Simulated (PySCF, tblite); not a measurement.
# C₅H₁₄GeO: geometry, infrared bands, NMR shifts, electronic excitations and core binding energies, part 1 of 2

Wanted: the infrared bands, NMR shifts, electronic excitations and core binding energies of C₅H₁₄GeO (`CC(C)(C)C[O][GeH3]`), by calculation.

The runs use tblite 0.8.0 and PySCF 2.14.0, with density-fitted response routines of our own; the level of theory stands in each step. All values are computed, except where a source is named. Atoms are numbered from 0 throughout.

## Step 1: The molecule as given

21 atoms, charge 0, multiplicity 1; geometry from: force field or distance geometry start.

Bonds of the start (Å): C0–C1 1.53, C1–C2 1.54, C1–C3 1.54, C1–C4 1.56, C4–O5 1.41, O5–Ge6 1.81, C0–H7 1.12, C0–H8 1.11, C0–H9 1.12, C2–H10 1.11, C2–H11 1.11, C2–H12 1.12, C3–H13 1.12, C3–H14 1.11, C3–H15 1.09, C4–H16 1.12, C4–H17 1.12, Ge6–H18 1.54, Ge6–H19 1.56, Ge6–H20 1.55.

## Step 2: Relaxing the molecule with GFN2-xTB

The job: settings as JSON, then the geometry in Å.

```
{"job": {"kind": "relax", "xc": "GFN2-xTB", "basis": "xTB"}, "charge": 0, "multiplicity": 1}
C     -1.184600     1.313800    -0.562000
C     -0.838100    -0.057300     0.019700
C     -1.795500    -0.387700     1.185600
C     -0.973300    -1.134400    -1.071100
C      0.613100    -0.045200     0.584200
O      1.520500     0.248400    -0.459000
Ge     3.183100     0.256800     0.245900
H     -1.081100     2.116500     0.212500
H     -0.524000     1.564100    -1.414800
H     -2.246800     1.322300    -0.923100
H     -1.575100    -1.378300     1.623900
H     -1.733700     0.378800     1.985900
H     -2.859800    -0.402600     0.827800
H     -0.701300    -2.143400    -0.662100
H     -2.020700    -1.176500    -1.437100
H     -0.308200    -0.921900    -1.911600
H      0.684700     0.730100     1.383600
H      0.841000    -1.046800     1.019700
H      4.211600     0.576400    -0.857700
H      3.282800     1.336700     1.362900
H      3.496400    -1.132700     0.856400
```

Launch:

```bash
$ OMP_NUM_THREADS=1 python probes_run.py task.json out
```

The driver reads the jobs from task.json and runs them one after another.

Output:

```text
step      E/eV     max force
  0    -648.90297    1.203
  1    -649.02631    0.888
  2    -649.09968    0.537
  3    -649.11852    0.295
  4    -649.13195    0.224
  5    -649.13655    0.213
  6    -649.14290    0.185
  7    -649.14651    0.167
  8    -649.15140    0.170
  9    -649.15584    0.185
 10    -649.15997    0.137
 11    -649.16280    0.137
 12    -649.16533    0.137
 13    -649.16861    0.151
 14    -649.17316    0.180
 15    -649.17781    0.167
 16    -649.18091    0.139
 17    -649.18260    0.101
 18    -649.18408    0.129
 19    -649.18624    0.156
 20    -649.18924    0.180
 21    -649.19274    0.220
 22    -649.19635    0.215
 23    -649.19995    0.179
 24    -649.20319    0.143
 25    -649.20600    0.123
 26    -649.20853    0.128
 27    -649.21083    0.133
 28    -649.21290    0.128
 29    -649.21475    0.124
 30    -649.21631    0.063
 31    -649.21765    0.076
 32    -649.21893    0.112
 33    -649.22022    0.156
 34    -649.22146    0.137
 35    -649.22256    0.066
 36    -649.22354    0.059
 37    -649.22444    0.082
 38    -649.22508    0.089
 39    -649.22543    0.051
 40    -649.22562    0.036
 41    -649.22577    0.044
 42    -649.22598    0.048
 43    -649.22624    0.053
 44    -649.22652    0.042
 45    -649.22672    0.032
 46    -649.22683    0.028
 47    -649.22689    0.021
 48    -649.22694    0.015
 49    -649.22699    0.013
 50    -649.22705    0.021
 51    -649.22709    0.017
 52    -649.22713    0.013
 53    -649.22716    0.011
 54    -649.22720    0.019
 55    -649.22724    0.022
 56    -649.22727    0.012
 57    -649.22730    0.013
 58    -649.22732    0.013
 59    -649.22735    0.018
 60    -649.22737    0.016
 61    -649.22739    0.007
```

It took 0.47 s on 1 thread of Arm Neoverse V1, shared host; peak memory 0.18 GiB.

Step by step: (not every step is listed)

```
step  energy from step 0 (eV)  largest force (eV/Å)
   0                   0.0000                1.2034
   1                  -0.1233                0.8881
   2                  -0.1967                0.5366
   3                  -0.2156                0.2947
   4                  -0.2290                0.2238
   5                  -0.2336                0.2128
   6                  -0.2399                0.1847
   7                  -0.2435                0.1674
   8                  -0.2484                0.1702
  12                  -0.2624                0.1366
  16                  -0.2779                0.1386
  20                  -0.2863                0.1804
  24                  -0.3002                0.1431
  28                  -0.3099                0.1284
  32                  -0.3160                0.1125
  36                  -0.3206                0.0594
  40                  -0.3227                0.0361
  44                  -0.3236                0.0422
  48                  -0.3240                0.0153
  52                  -0.3242                0.0128
  56                  -0.3243                0.0124
  57                  -0.3243                0.0135
  58                  -0.3243                0.0130
  59                  -0.3244                0.0185
  60                  -0.3244                0.0158
  61                  -0.3244                0.0073
```

Close pairs (by a distance rule), those that changed most:

| bond | before (Å) | after (Å) | change (Å) |
| --- | --- | --- | --- |
| O5–Ge6 | 1.806 | 1.739 | -0.067 |
| Ge6–H18 | 1.542 | 1.487 | -0.055 |
| Ge6–H19 | 1.557 | 1.506 | -0.051 |
| Ge6–H20 | 1.550 | 1.506 | -0.044 |
| C2–H12 | 1.123 | 1.087 | -0.036 |
| C0–H9 | 1.122 | 1.087 | -0.035 |
| C3–H13 | 1.122 | 1.088 | -0.034 |
| C0–H7 | 1.120 | 1.088 | -0.032 |

The end geometry stands in the next job.

## Step 3: Infrared spectrum with GFN2-xTB

The job: settings as JSON, then the geometry in Å.

```
{"job": {"kind": "ir", "xc": "GFN2-xTB", "basis": "xTB"}, "charge": 0, "multiplicity": 1}
C     -1.106699     1.311912    -0.524753
C     -0.857624    -0.072375     0.075855
C     -1.925790    -0.383272     1.126402
C     -0.889033    -1.132307    -1.026194
C      0.519938    -0.089501     0.757829
O      1.533443     0.193959    -0.184731
Ge     3.238870     0.282434     0.144841
H     -1.097267     2.071458     0.254404
H     -0.329673     1.547817    -1.246785
H     -2.071280     1.341798    -1.025948
H     -1.758055    -1.362793     1.569119
H     -1.912253     0.358914     1.921671
H     -2.911773    -0.377615     0.668423
H     -0.723723    -2.122427    -0.606140
H     -1.851374    -1.127027    -1.532606
H     -0.108819    -0.931883    -1.755446
H      0.534365     0.654287     1.565212
H      0.688789    -1.075389     1.210289
H      3.755531     0.606266    -1.211406
H      3.522098     1.358475     1.159024
H      3.741410    -1.035788     0.670833
```

Output:

```text
mode    cm-1     km/mol
  1      10.8      1.19
  2      85.7      1.13
  3      99.4      0.38
  4     163.4      1.57
  5     187.9      1.00
  6     191.3      0.22
  7     232.6      0.04
  8     234.2      1.02
  9     299.7      3.03
 10     321.4      0.18
 11     400.0      5.93
 12     415.0      0.65
 13     450.0     20.18
 14     567.7     99.31
 15     588.8     91.58
 16     641.8    157.87
 17     754.1    271.41
 18     790.1    161.59
 19     796.0      8.48
 20     837.0    170.82
 21     939.3      0.21
 22     946.7      6.14
 23     964.6      4.59
 24     965.0      0.22
 25     970.3      1.46
 26    1036.2     18.33
 27    1056.4      1.84
 28    1073.6    122.28
 29    1203.7      0.12
 30    1242.7     14.39
 31    1269.9     11.96
 32    1302.3     16.68
 33    1351.3      6.24
 34    1400.9      7.18
 35    1404.2      4.94
 36    1425.6      4.63
 37    1483.1      1.74
 38    1486.6      0.00
 39    1494.0      0.08
 40    1495.9      0.73
 41    1504.3      1.73
 42    1504.8      2.85
 43    1513.4      6.96
 44    1918.4    132.03
 45    1970.9    534.65
 46    2102.6    382.20
 47    2864.8     70.30
 48    2891.1     57.74
 49    3022.6      3.44
 50    3027.3      9.33
 51    3027.8     51.15
 52    3030.9     26.82
 53    3034.0     55.80
 54    3035.4     64.03
 55    3042.2     64.31
 56    3048.6      4.13
 57    3052.6     43.11
```

Wall time 0.82 s (1 thread of Arm Neoverse V1, shared host); peak memory 0.18 GiB.

Which atoms move in the most intense modes:

```
cm⁻¹  km/mol                         atoms
 642   157.9             O5 57 %, H18 13 %
 754   271.4  H18 39 %, H19 27 %, H20 27 %
 790   161.6  H18 60 %, H20 19 %, H19 19 %
 837   170.8            H20 48 %, H19 48 %
1074   122.3              C4 46 %, O5 37 %
1918   132.0            H20 48 %, H19 46 %
1971   534.6            H19 50 %, H20 49 %
2103   382.2                      H18 93 %
```

## Step 4: Geometry optimisation at PBE0-D3(BJ)/def2-SVP

The job: settings as JSON, then the geometry in Å.

```
{"job": {"xc": "PBE0", "basis": "def2-SVP", "d3": "d3bj", "grid": 1, "shake": 0.01, "kind": "geom"}, "charge": 0, "multiplicity": 1}
C     -1.086290     1.286360    -0.520570
C     -0.863300    -0.076900     0.073700
C     -1.945990    -0.385590     1.117750
C     -0.855800    -1.130050    -1.029720
C      0.517130    -0.096180     0.747280
O      1.529530     0.198780    -0.187120
Ge     3.248450     0.280440     0.145080
H     -1.081810     2.076910     0.249350
H     -0.331500     1.553220    -1.227430
H     -2.073980     1.339360    -1.015920
H     -1.766920    -1.365710     1.577940
H     -1.906450     0.359830     1.928370
H     -2.940050    -0.367400     0.658830
H     -0.740410    -2.119660    -0.599130
H     -1.855820    -1.137790    -1.532340
H     -0.109350    -0.917830    -1.747970
H      0.536300     0.665400     1.563160
H      0.679530    -1.069550     1.216110
H      3.753380     0.598440    -1.209110
H      3.497160     1.365380     1.163940
H      3.725020    -1.035170     0.661190
```

Output:

```text
step   0  E = -2350.15411080  max force = 0.043057
step   1  E = -2350.16080960  max force = 0.016132
step   2  E = -2350.16163733  max force = 0.002378
step   3  E = -2350.16171849  max force = 0.000690
step   4  E = -2350.16177380  max force = 0.000707
step   5  E = -2350.16181791  max force = 0.000928
step   6  E = -2350.16183203  max force = 0.000525
step   7  E = -2350.16184133  max force = 0.000176
optimisation converged
```

Wall time 3.1 min (1 thread of Arm Neoverse V1, shared host); peak memory 0.83 GiB.

Step by step:

```
step  energy from step 0 (eV)  largest force component (eV/Å)
   0                   0.0000                          2.2141
   1                  -0.1823                          0.8295
   2                  -0.2048                          0.1223
   3                  -0.2070                          0.0355
   4                  -0.2085                          0.0364
   5                  -0.2097                          0.0477
   6                  -0.2101                          0.0270
   7                  -0.2104                          0.0091
```

Distances of close pairs at the start and the end, largest changes first:

```csv
bond,before (Å),after (Å),change (Å)
Ge6–H18,1.480,1.533,+0.053
Ge6–H20,1.491,1.543,+0.052
C3–H15,1.057,1.100,+0.042
Ge6–H19,1.509,1.543,+0.034
C0–H8,1.068,1.099,+0.032
O5–Ge6,1.753,1.783,+0.030
C0–C1,1.504,1.529,+0.025
C4–H17,1.093,1.110,+0.018
```

The end geometry stands in the next job.

```csv
at the end point,value
point group (found at 0.08 Å tolerance),Cs
"rotational constants (GHz, main isotopes)","4.105, 0.675, 0.672"
dipole moment (D),1.08
```

## Step 5: Nuclear shieldings: PBE0/pcSseg-1

The job: settings as JSON, then the geometry in Å.

```
{"job": {"kind": "nmr", "xc": "PBE0", "basis": "pcSseg-1"}, "charge": 0, "multiplicity": 1}
C     -1.176924     1.315998    -0.422622
C     -0.867901    -0.069928     0.144359
C     -1.786607    -0.370904     1.327705
C     -1.046203    -1.130071    -0.942944
C      0.579085    -0.099696     0.645652
O      1.467272     0.169161    -0.406490
Ge     3.223199     0.221763    -0.100961
H     -1.078899     2.092492     0.353533
H     -0.481966     1.562038    -1.238326
H     -2.205015     1.359436    -0.815243
H     -1.580763    -1.366021     1.754431
H     -1.666339     0.374277     2.130815
H     -2.841941    -0.354813     1.013653
H     -0.846967    -2.139659    -0.548107
H     -2.074551    -1.118704    -1.337194
H     -0.351779    -0.948411    -1.775892
H      0.690442     0.646098     1.460788
H      0.781495    -1.096670     1.090838
H      3.845896     0.553706    -1.461537
H      3.519103     1.312543     0.949746
H      3.685636    -1.154350     0.422576
```

Level: GIAO PBE0/pcSseg-1 NMR shielding, non-relativistic, gas phase.

Output:

```text
coarse grid: 73104 points
cycle   1  E = -2350.1981983034  dE = -2.008e-01  |g| = 1.127e+00  |ddm| = 3.890e+00
cycle   2  E = -2349.9146300362  dE =  2.836e-01  |g| = 1.627e+00  |ddm| = 2.017e+00
cycle   3  E = -2350.3353403309  dE = -4.207e-01  |g| = 3.095e-01  |ddm| = 1.607e+00
cycle   4  E = -2350.3519090288  dE = -1.657e-02  |g| = 7.174e-02  |ddm| = 2.794e-01
cycle   5  E = -2350.3526079852  dE = -6.990e-04  |g| = 1.335e-02  |ddm| = 6.817e-02
cycle   6  E = -2350.3526418249  dE = -3.384e-05  |g| = 5.318e-03  |ddm| = 1.727e-02
cycle   7  E = -2350.3526481369  dE = -6.312e-06  |g| = 6.731e-04  |ddm| = 5.156e-03
final grid: 155496 points
cycle   8  E = -2350.3527394768  dE = -1.216e-07  |g| = 7.561e-04  |ddm| = 3.391e-03
cycle   9  E = -2350.3527393870  dE =  8.981e-08  |g| = 1.010e-03  |ddm| = 1.731e-03
cycle  10  E = -2350.3527396041  dE = -2.171e-07  |g| = 1.285e-04  |ddm| = 9.799e-04
cycle  11  E = -2350.3527396070  dE = -2.895e-09  |g| = 2.761e-05  |ddm| = 1.135e-04
cycle  12  E = -2350.3527396071  dE = -1.196e-10  |g| = 5.089e-06  |ddm| = 2.792e-05
converged SCF energy = -2350.3527396071

GIAO shielding tensors (ppm)
atom      isotropic    diamagn.    paramagn.     s11        s22        s33       span
  0 C      157.485     247.813     -90.328    136.460    150.905    185.091     48.631
  1 C      150.622     244.063     -93.442    145.497    147.483    158.885     13.389
  2 C      155.818     247.234     -91.416    137.396    142.385    187.674     50.278
  3 C      157.404     247.824     -90.420    136.311    150.864    185.038     48.727
  4 C      104.141     246.604    -142.463     77.030     94.072    141.322     64.291
  5 O      317.476     403.676     -86.200    287.558    317.649    347.220     59.662
  6 Ge    1403.565    2755.464   -1351.899   1275.325   1292.148   1643.222    367.897
  7 H       30.726      31.418      -0.692     27.258     27.729     37.191      9.933
  8 H       29.542      31.299      -1.757     24.750     29.431     34.445      9.695
  9 H       30.622      31.210      -0.588     26.783     28.341     36.742      9.959
 10 H       30.585      30.653      -0.069     26.696     28.078     36.980     10.284
 11 H       30.589      30.657      -0.068     26.691     28.094     36.982     10.291
 12 H       30.321      30.322      -0.001     26.708     27.658     36.597      9.888
 13 H       30.724      31.427      -0.704     27.248     27.729     37.194      9.947
 14 H       30.618      31.221      -0.603     26.789     28.330     36.736      9.947
 15 H       29.538      31.298      -1.760     24.755     29.405     34.455      9.700
 16 H       28.114      33.348      -5.234     22.909     29.722     31.711      8.802
 17 H       28.094      33.316      -5.222     22.904     29.687     31.691      8.786
 18 H       26.308      27.819      -1.511     19.644     22.242     37.038     17.394
 19 H       26.316      27.914      -1.598     19.973     22.466     36.508     16.535
 20 H       26.306      27.891      -1.585     19.949     22.424     36.545     16.596
```

It took 71 s on 1 thread of Arm Neoverse V1, shared host; peak memory 0.94 GiB.

Shifts follow as δ = σ(reference) − σ, with reference shieldings (ppm) from runs at the same level and on the same kind of geometry: 1H TMS 31.27, 13C TMS 184.4, 17O H2O 334.6, 73Ge GeMe4 1330. The references are single molecules in the gas phase, so shifts against H2O, NH3, PH3, H3PO4 or CFCl3 are not on the usual liquid scales and can be off by tens of ppm. Atoms listed in one row are averaged.

```csv
atoms,environment,σ (ppm),δ (ppm)
C4,sp3 CH2 bonded to O,104.1,80.3
C1,quaternary sp3 carbon,150.6,33.8
"C0, C2, C3",methyl carbon,156.9,27.5
"H18, H19, H20",hydrogen on a germanium bonded to O,26.31,4.96
"H16, H17",hydrogen on an sp3 CH2 bonded to O,28.10,3.16
"H7, H8, H9, H10, H11 and 4 more",hydrogen on a methyl carbon,30.36,0.90
O5,"oxygen bonded to C, Ge",317.5,17.1
Ge6,"germanium bonded to O, 3 H",1404,-73
```

Charges from the same density, by scheme (e):

```
     atoms  Mulliken    IAO  Hirshfeld  ESP fit
C0, C2, C3     -0.17  -0.41      -0.12    -0.53
        C1     -0.61   0.05       0.02     0.62
        C4      0.21  -0.04       0.00    -0.05
        O5     -0.72  -0.61      -0.22    -0.35
       Ge6      0.50   0.71       0.39     0.37
```

Mayer bond orders: C0–C1 1.01, C1–C2 1.02, C1–C3 1.01, C1–C4 0.97, C4–O5 0.90, O5–Ge6 0.81.

The fields below are evaluated on a grid from the run's orbitals.

Frontier orbitals at PBE0/pcSseg-1, with the share of their density that lies nearest to each atom:

```csv
orbital,energy (eV),lies on
HOMO,-7.70,"O5 59 %; H16, H17 about 10 % each"
LUMO,0.44,"Ge6 20 %; H18, H19, H20 about 16 % each; O5 13 %"
```

ELF in a plane through or near 7 of the atoms.

Ten even steps from '0' (0.00) to '9' (1.00):
```
0000000000000000000000000000
0000000000000000000000000000
0000000000000000000000000000
0000000000000000000000000000
0001899500000000000000000000
0008999800110000000000000000
0029999800551000000000000000
0029999613885001100000000000
0015883116576025520000000000
0001324726456462330132000000
0000114724672591686999500000
0000131112242276957999700000
0000023320146422553999500000
0000011100035301554565100000
0000000000001000354110000000
0000000000000000121000000000
0000000000000000000000000000
0000000000000000000000000000
0000000000000000000000000000
0000000000000000000000000000
```
The map spans 13.2 Å across and 8.7 Å up, centred on the molecule. Atoms in the plane (x, y in Å): C1 (0.9, 0.0), C2 (1.9, -1.1), C4 (-0.5, -0.6), O5 (-1.5, 0.4), Ge6 (-3.2, 0.0), H12 (2.9, -0.7), H18 (-4.0, 1.4).

On the surface of density 0.002 e/bohr³ the electrostatic potential runs, from the 1st to the 99th percentile, from -1.10 V near O5 to 1.18 V near H20.

## Step 6: Excited states and response: wB97X-D/def2-SVPD

Same as in step 5 but for these lines:

```diff
@@ -1,2 +1,2 @@
-{"job": {"kind": "nmr", "xc": "PBE0", "basis": "pcSseg-1"}, "charge": 0, "multiplicity": 1}
+{"job": {"kind": "uv", "xc": "wB97X-D", "basis": "def2-SVPD", "ip": true}, "charge": 0, "multiplicity": 1}
 C     -1.176924     1.315998    -0.422622
```

Method: TDDFT wB97X-D/def2-SVPD, vertical, gas phase, core orbitals frozen in the response.

Output:

```text
coarse grid: 73104 points
cycle   1  E = -2350.6164389139  dE = -1.056e-02  |g| = 7.777e-01  |ddm| = 1.030e+01
cycle   2  E = -2350.5526443468  dE =  6.379e-02  |g| = 1.010e+00  |ddm| = 2.862e+00
cycle   3  E = -2350.7286514929  dE = -1.760e-01  |g| = 8.341e-02  |ddm| = 1.561e+00
cycle   4  E = -2350.7298568773  dE = -1.205e-03  |g| = 3.877e-02  |ddm| = 2.512e-01
cycle   5  E = -2350.7301063547  dE = -2.495e-04  |g| = 4.940e-03  |ddm| = 1.107e-01
cycle   6  E = -2350.7301111685  dE = -4.814e-06  |g| = 1.487e-03  |ddm| = 2.512e-02
final grid: 155496 points
cycle   7  E = -2350.7295635297  dE = -3.145e-06  |g| = 1.383e-03  |ddm| = 3.457e-02
cycle   8  E = -2350.7295636864  dE = -1.567e-07  |g| = 1.192e-03  |ddm| = 6.146e-03
cycle   9  E = -2350.7295638928  dE = -2.064e-07  |g| = 8.978e-05  |ddm| = 2.811e-03
cycle  10  E = -2350.7295638948  dE = -2.013e-09  |g| = 4.509e-05  |ddm| = 5.655e-04
cycle  11  E = -2350.7295638954  dE = -5.321e-10  |g| = 7.753e-06  |ddm| = 1.821e-04
converged SCF energy = -2350.7295638954

Static polarisability (au): isotropic 97.084, principal 91.119 91.328 108.804

Singlet excitations
state   eV       nm        f      main configurations
  1   6.7301    184.2   0.00002   H->L 0.83, H->L+1 0.08
  2   7.5250    164.8   0.05277   H->L+1 0.86
  3   7.6587    161.9   0.03564   H-1->L 0.68, H-1->L+1 0.13, H-4->L 0.10
  4   8.0616    153.8   0.00148   H->L+3 0.89
  5   8.3366    148.7   0.04913   H-1->L+1 0.58, H->L+4 0.15, H-4->L 0.12
  6   8.4786    146.2   0.00309   H->L+2 0.54, H->L+7 0.13, H-5->L 0.09
  7   8.5149    145.6   0.00290   H-4->L 0.37, H->L+4 0.25, H-3->L 0.09
  8   8.7047    142.4   0.00516   H-5->L 0.46, H-2->L 0.14, H->L+2 0.12
  9   8.7271    142.1   0.14427   H->L+4 0.43, H-1->L+1 0.12, H-1->L 0.12
 10   8.9120    139.1   0.05014   H-1->L+2 0.57, H-4->L+1 0.13

Triplet excitations (Tamm-Dancoff, eV): 6.4349 7.2661 7.3208 7.9677
Vertical ionisation energy (delta-SCF) = 9.7732 eV
```

Wall time 5.9 min (1 thread of Arm Neoverse V1, shared host); peak memory 1.3 GiB.

Frontier orbitals and where they lie:

```csv
orbital,eV,atoms
HOMO−3,-10.98,"C2 22 %, C1 20 %, C3 11 %"
HOMO−2,-10.96,"C1 23 %, C0 20 %, C3 19 %"
HOMO−1,-10.15,"O5 34 %, C4 17 %, C1 16 %"
HOMO,-9.62,"O5 55 %, C4 13 %, Ge6 7 %"
LUMO,1.79,"Ge6 41 %, H19 12 %, H20 12 %"
LUMO+1,1.83,"Ge6 55 %, H18 10 %, H19 9 %"
LUMO+2,2.60,"C2 19 %, H12 8 %, H10 7 %"
```

With each of the 10 states as a Gaussian band of 0.4 eV half-width at 1/e, the curve within the window shown has maxima at 164 nm (ε 3,600), 143 nm (ε 8,600) L/(mol cm). Beyond the last state computed it falls off for lack of states. The curve at chosen wavelengths:

| nm | ε (L/mol/cm) |
| --- | --- |
| 135 | 2569 |
| 138 | 5716 |
| 140 | 7625 |
| 143 | 8613 |
| 146 | 7254 |
| 148 | 5774 |
| 151 | 3782 |
| 154 | 2691 |
| 156 | 2544 |
| 159 | 2943 |
| 162 | 3465 |
| 164 | 3557 |
| 167 | 3144 |
| 170 | 2286 |
| 173 | 1385 |
| 175 | 904 |
| 178 | 420 |
| 181 | 170 |
| 183 | 87 |
| 186 | 29 |
| 189 | 9 |
| 191 | 4 |
| 194 | 1 |
| 197 | 0 |
| 199 | 0 |
| 202 | 0 |

Leading natural transition orbitals of singlet state 9: the hole lies on O5 65 %; H16, H17 about 9 % each; H19 6 %; the particle on H18 36 %; H19, H20 about 18 % each; Ge6 11 %.

Leading natural transition orbitals of singlet state 1: the hole lies on O5 63 %; 4 H atoms about 8 % each; the particle on Ge6 18 %; H18, H19, H20 about 16 % each; O5 14 %.

Further results of this job:

| property | computed |
| --- | --- |
| dipole moment (D) | 1.08 |
| polarisability (Å³) | 14.39 |
| HOMO–LUMO gap (eV) | 11.41 |
| −ε(HOMO) (eV) | 9.62 |

(Continued in part 2 of 2.)
